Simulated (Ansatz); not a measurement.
# UCCSD(T)/def2-SVP (core potential) run of InSiH3ClO (SMILES [SiH3][O][In][Cl])

What is the vertical ionisation energy of InSiH3ClO at UCCSD(T)/def2-SVP (core potential)? 

Program for the calculation: Ansatz 0.2.0.

113 further runs of the same task are left out: 113 set aside as unsound or not needed.

## (1) The molecule

InSiH3ClO: 7 atoms, total charge 0, spin state doublet. SMILES: `[SiH3][O][In][Cl]`. The coordinates come from a PBE0-D4/def2-TZVP relaxation. This is one conformer, not always the lowest.

Bond lengths: Si1–O2 1.634 Å, O2–In3 1.993 Å, In3–Cl4 2.351 Å, Si1–H5 1.491 Å, Si1–H6 1.486 Å, Si1–H7 1.491 Å. Angles: Si1–O2–In3 137.3°, O2–In3–Cl4 115.6°, O2–Si1–H5 111.6°, O2–Si1–H6 108.5°, O2–Si1–H7 111.6°, H5–Si1–H6 108.8°, H5–Si1–H7 107.5°, H6–Si1–H7 108.8°.

## (2) A single-point energy at UCCSD(T)/def2-SVP (core potential)

File job.yaml:

```yaml
crystal:
  periodic: [false, false, false]
  atoms:
    - {symbol: Si, position_ang: [0.016600, 1.144600, 0.460800]}
    - {symbol: O, position_ang: [0.203700, -0.441600, 0.114500]}
    - {symbol: In, position_ang: [-0.437600, -1.723300, -1.270600]}
    - {symbol: Cl, position_ang: [0.330700, -3.933200, -1.041200]}
    - {symbol: H, position_ang: [0.496200, 2.009500, -0.655300]}
    - {symbol: H, position_ang: [0.803700, 1.457800, 1.681900]}
    - {symbol: H, position_ang: [-1.413400, 1.486100, 0.709900]}
basis:
  gaussian:
    orbitals: def2-SVP
magnetization:
  spin_polarized: true
  initial_magnetization: 1
correlation:
  method: ccsd_t
  frozen_orbitals: {Cl: 5, H: 0, In: 4, O: 1, Si: 5}
accuracy: high
scf:
  omitted_lower_state_checks: [cluster_reference, increment]
```

Command:

```console
ansatz run job.yaml --threads 1 --pin off --max-ram 3480MiB --events-out events.jsonl --progress --plain --runs-dir runs
```

Standard output (excerpt; [...] marks lines left out):

```text
Warning: RAYON_NUM_THREADS=1 ignored (pool sized by the plan → 1); use --threads N
Functional definition: HF
  name "HF"
[...]
2009 factors; integrals over basis functions are off by at most 8.1e-9 eV
[...]
mean field -27593.69752754 eV, -1014.0496804571 hartree, gradient 4.8e-8 eV, S^2 0.759228; 1 other end points of the search recorded, 0 dependent functions left out
15 core orbitals not correlated: weight in the atoms' cores, before any rotation towards them, 1.000 or more for the frozen orbitals, at most 0.000 for the correlated occupied ones
reference -27593.69752754 eV, -1014.0496804571 hartree; 17, 16 occupied and 59, 60 virtual orbitals, 2009 factors
second order -13.08772903 eV of doubles, -0.00000000 eV of singles
cycle   1  -13.60427868 eV  change   -5.2e-1 eV  update   1.1e-1
[...]
cycle  25  -14.13951390 eV  change  -9.0e-10 eV  update   2.1e-9
perturbative correction -0.36232887 eV, -0.0133153405 hartree
Total energy: -27608.19937031 eV, -1014.5826133492 hartree
Checks for a lower state left out: cluster_reference, increment
```

Run time: 1.9 min. Hardware: 1 thread of Arm Neoverse V2, shared host; peak memory 0.99 GiB.

## (3) The singlet cation

File molecule.yaml:

```yaml
crystal:
  periodic: [false, false, false]
  atoms:
    - {symbol: Si, position_ang: [0.016600, 1.144600, 0.460800]}
    - {symbol: O, position_ang: [0.203700, -0.441600, 0.114500]}
    - {symbol: In, position_ang: [-0.437600, -1.723300, -1.270600]}
    - {symbol: Cl, position_ang: [0.330700, -3.933200, -1.041200]}
    - {symbol: H, position_ang: [0.496200, 2.009500, -0.655300]}
    - {symbol: H, position_ang: [0.803700, 1.457800, 1.681900]}
    - {symbol: H, position_ang: [-1.413400, 1.486100, 0.709900]}
basis:
  gaussian: {orbitals: def2-SVP}
total_charge: 1
correlation: {method: ccsd_t, frozen_orbitals: {Cl: 5, H: 0, In: 4, O: 1, Si: 5}}
accuracy: high
scf: {omitted_lower_state_checks: [cluster_reference, increment]}
```

Command:

```console
ansatz run molecule.yaml --threads 1 --pin off --max-ram 3480MiB --events-out events.jsonl --progress --plain --runs-dir runs
```

Standard output (excerpt; [...] marks lines left out):

```text
Warning: RAYON_NUM_THREADS=1 ignored (pool sized by the plan → 1); use --threads N
[... 2 set-up lines as earlier in the session ...]
[...]
2005 factors; integrals over basis functions are off by at most 8.1e-9 eV
[...]
mean field -27584.82042670 eV, -1013.7234530183 hartree, gradient 1.5e-8 eV, S^2 0.000000; 0 other end points of the search recorded, 0 dependent functions left out; unrestricted orbitals would lower it
15 core orbitals not correlated: weight in the atoms' cores, before any rotation towards them, 1.000 or more for the frozen orbitals, at most 0.000 for the correlated occupied ones
reference -27584.82042670 eV, -1013.7234530183 hartree; 16, 16 occupied and 60, 60 virtual orbitals, 2005 factors
second order -13.35865882 eV of doubles, -0.00000000 eV of singles
cycle   1  -13.70099567 eV  change   -3.4e-1 eV  update   1.4e-1
[...]
cycle  28  -14.34544928 eV  change   7.6e-11 eV  update   2.1e-9
perturbative correction -0.45870578 eV, -0.0168571267 hartree
Total energy: -27599.62458176 eV, -1014.2674956823 hartree
Checks for a lower state left out: cluster_reference, increment
```

It took 31 s on 1 thread of Arm Neoverse V2, shared host; peak memory 0.51 GiB.

## (4) Outcome

At UCCSD(T)/def2-SVP (core potential), 15 core orbitals frozen:

| quantity | value |
| --- | --- |
| doublet InSiH3ClO: total energy | -1014.58261 Eh |
| doublet InSiH3ClO: correlation energy (15 core orbitals frozen) | -532.9 mEh |
| doublet InSiH3ClO: (T) correction | -13.32 mEh |
| doublet InSiH3ClO: ⟨S²⟩ of the reference determinant | 0.759 |
| doublet InSiH3ClO: T1 diagnostic | 0.016 |
| singlet cation: total energy | -1014.26750 Eh |
| singlet cation: correlation energy (15 core orbitals frozen) | -544.0 mEh |
| singlet cation: (T) correction | -16.86 mEh |
| singlet cation: T1 diagnostic | 0.022 |
| vertical ionisation energy (to the singlet cation) | 8.575 eV |

**Reading.** Removing an electron at fixed nuclei costs 8.57 eV (198 kcal/mol). Only the singlet of the ionised species was computed; a triplet could lie lower. The triples (doublet InSiH3ClO) make up 2.5 % of the correlation energy. The T1 diagnostic (singlet cation) of 0.022 is above the customary mark for such species, so a single reference may not serve. The restricted solution (singlet cation) is unstable to spin breaking: an unrestricted one lies lower. The triples (singlet cation) make up 3.1 % of the correlation energy.
